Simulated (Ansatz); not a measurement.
**BGeH₃ (triplet): the correlation ladder at a displaced geometry (v2), cc-pVDZ**

Aim: climb from Hartree-Fock through coupled cluster for BGeH₃ (triplet) at one geometry and basis, and see what each rung misses.

Method: cc-pVDZ, core rule «outside noble gas», up to 15 orbitals frozen; program: Ansatz 0.2.0, Gaussian basis.

To be run: UHF; CCSD(T) on ROHF; CCSD(T) on UHF; BCCD(T) on ROHF; CISD; CCSDT(Q) on ROHF; CCSDT(Q) on UHF.

23 further runs of the same task are left out: 1 for a mislabelled method, 2 for a known fault of the program, 8 that didn't finish, 12 set aside as unsound or not needed.

## Step 1: The geometry

The geometry is a PBE0/def2-TZVP stationary point (not a proven minimum) with its atoms shifted at random (size 0.100 Å). No spin-orbit coupling is included. The filled d shell of Ge may be among the frozen orbitals whatever the setting's name suggests; the logs give the count.

5 atoms, charge 0, spin multiplicity 3.

Atoms are counted from 1 here; the program's logs count them from 0.

Bond lengths: Ge1–B2 2.034 Å, Ge1–H3 1.487 Å, Ge1–H4 1.552 Å, Ge1–H5 1.551 Å. Angles: B2–Ge1–H3 116.0°, B2–Ge1–H4 98.8°, B2–Ge1–H5 111.8°, H3–Ge1–H4 108.7°, H3–Ge1–H5 116.3°, H4–Ge1–H5 102.8°.

## Step 2: UHF

in.yaml reads:

```yaml
crystal:
  periodic: [false, false, false]
  atoms:
    - {symbol: Ge, position_ang: [0.021502, 0.001305, 0.236353]}
    - {symbol: B, position_ang: [-0.112361, 0.009681, -1.793449]}
    - {symbol: H, position_ang: [0.583619, 1.229488, 0.857152]}
    - {symbol: H, position_ang: [-1.491849, -0.078108, 0.573133]}
    - {symbol: H, position_ang: [0.563824, -1.349300, 0.772482]}
basis:
  gaussian: {orbitals: cc-pVDZ}
magnetization: {spin_polarized: true, initial_magnetization: 2}
hamiltonian: {xc: hf}
output: {orbitals: {seedname: orbitals}}
```

The run is started by

```bash
> ansatz run in.yaml --threads 1 --pin off --events-out ev --progress --plain --max-ram 2393MiB
```

After this run come: CCSD(T) on ROHF; CCSD(T) on UHF; BCCD(T) on ROHF; CISD; CCSDT(Q) on ROHF; CCSDT(Q) on UHF.

**Question.** What will the summary of the whole plan be? Wanted: UCCSDT(Q) below the RHF energy; RMP2 from UCCSDT(Q); UMP2 from UCCSDT(Q); RCCSD from UCCSDT(Q); RCCSD(T) from UCCSDT(Q); UCCSD(T) from UCCSDT(Q); RCCSDT(Q) from UCCSDT(Q); T1 diagnostic.

The runs gave:

| quantity | value |
| --- | --- |
| UCCSDT(Q) below the RHF energy | -4.8985 eV |
| RMP2 from UCCSDT(Q) | +1188.8 meV |
| UMP2 from UCCSDT(Q) | +1180.7 meV |
| RCCSD from UCCSDT(Q) | +155.2 meV |
| RCCSD(T) from UCCSDT(Q) | +36.5 meV |
| UCCSD(T) from UCCSDT(Q) | +35.7 meV |
| RCCSDT(Q) from UCCSDT(Q) | +0.9 meV |
| levels within 1 kcal/mol (43 meV) | RCCSD(T), UCCSD(T), BCCD(T), RCCSDT, UCCSDT, RCCSDT(Q) |
| T1 diagnostic | 0.024 |

RCCSD(T) lands +36.5 meV from the yardstick (0.7 % of the correlation energy). These misses are within one basis, not against nature; the frozen cores of restricted and unrestricted runs differ, which can shift their rows.
